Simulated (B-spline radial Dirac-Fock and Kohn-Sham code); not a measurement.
**Nd⁵⁶⁺: core levels and X-ray properties**

What does theory give for Nd⁵⁶⁺? The session works out its X-ray form factor and Compton profile, the binding energy of each subshell and how cheaper methods do for the levels.

Program: B-spline radial Dirac-Fock and Kohn-Sham code, version 2. Model: a free atom or ion on a radial basis; each step names its model. All values are calculated, but those marked as tabulated.

**1. The atom as given**

Neodymium as Nd⁵⁶⁺, [He] 2s2.

* nuclear charge: 60
* electrons: 4
* mass number: 142
* nuclear rms radius: 4.9123 fm

Outer shells as boxes (Hund's rule, for the drawing alone; heavy ions are jj-coupled, and the calculation averages over the configuration):

```
[He] core
2s [↑↓]
```

**2. X-ray scattering functions**

Model: Dirac-Fock average of configuration, finite nucleus; form factor of the spherical density, Waller-Hartree incoherent function, impulse-approximation Compton profiles.

Recorded inputs:

```ini
task = scatter
Z = 60
charge = 56
configuration = 1s2 2s2
mass_number = 142
rms_radius = 4.9123  # fm
s = [0.0, 0.03, 0.04, 0.05, 0.07, 0.08, 0.1, 0.13, 0.17, 0.21, 0.26, 0.33, 0.42, 0.53, 0.67, 0.84, 1.06, 1.33, 1.68, 2.12, 2.67, 3.37, 4.25]  # 1/A
pz = [0, 0.1, 0.2, 0.3, 0.4, 0.5, 0.6, 0.8, 1.0, 1.2, 1.4, 1.6, 1.8, 2.0, 2.5, 3.0, 4.0, 5.0, 7.0, 10.0, 15.0, 20.0, 30.0, 40.0, 60.0, 100.0]  # a.u.
photon_energy = [1000, 10000, 20000, 50000, 100000, 200000, 500000, 1000000]  # eV
```

**3. Core and valence levels**

Model: Dirac-Fock average of configuration, Delta-SCF, finite nucleus, first-order Breit with its frequency dependence, self-energy and vacuum polarisation.

The run's settings:

```ini
task = binding
```

**4. The levels by Dirac LDA**

Model: Dirac-Kohn-Sham LDA (Slater exchange, VWN correlation), finite nucleus, spherical and without spin polarisation.

Settings, as recorded:

```ini
task = binding-ladder
method = lda,vwn
relativity = dirac
```

**5. non-relativistic HF, for comparison**

Model: non-relativistic Hartree-Fock, average of configuration, point nucleus.

Recorded inputs:

```ini
task = binding-ladder
method = hf
relativity = nr
```

(Steps that only read results are left out.)

**Question.** What will these runs give? Wanted: rms radius of the electron cloud; Compton profile at zero; deepest level listed, K; least bound, L1; Dirac LDA, K: eigenvalue / ΔSCF; non-relativistic HF, 1s: eigenvalue / ΔSCF.

The runs gave:

| quantity | value |
| --- | --- |
| rms radius of the electron cloud | 0.0758 bohr |
| Compton profile at zero | 0.1138 1/a.u. |
| deepest level listed, K (1s) | 49633.7 eV |
| least bound, L1 (2s) | 12081.5 eV |
| ionisation energy, NIST (theoretical) | 12082.0 eV |
| Dirac LDA, K: eigenvalue / ΔSCF | 49309.0 / 49794.8 eV |
| non-relativistic HF, 1s: eigenvalue / ΔSCF | 47331.0 / 47326.5 eV |

The cloud is so compact that f stays above half of 4 out to s = 4.25 1/Å. Incoherent scattering outweighs coherent from 500 keV on, among the energies asked. The K (1s) level lies 5.36 eV under Koopmans' value by relaxation alone; Breit gives -89.33 and QED -60.04 eV. NIST's ionisation energy differs by +0.52 eV from the least binding energy, within its stated uncertainty. Dirac LDA misses the K level by -0.7 % with its eigenvalue and by +0.3 % with ΔSCF. Breit and QED terms, which only the reference holds, shift this level by tenths of a per cent, so the eigenvalue's nearness can be cancellation. Non-relativistic HF misses the 1s level by -4.6 % with its eigenvalue and by -4.6 % with ΔSCF, as relativity is missing. The Hartree-Fock and Dirac-Fock values hold no electron correlation.
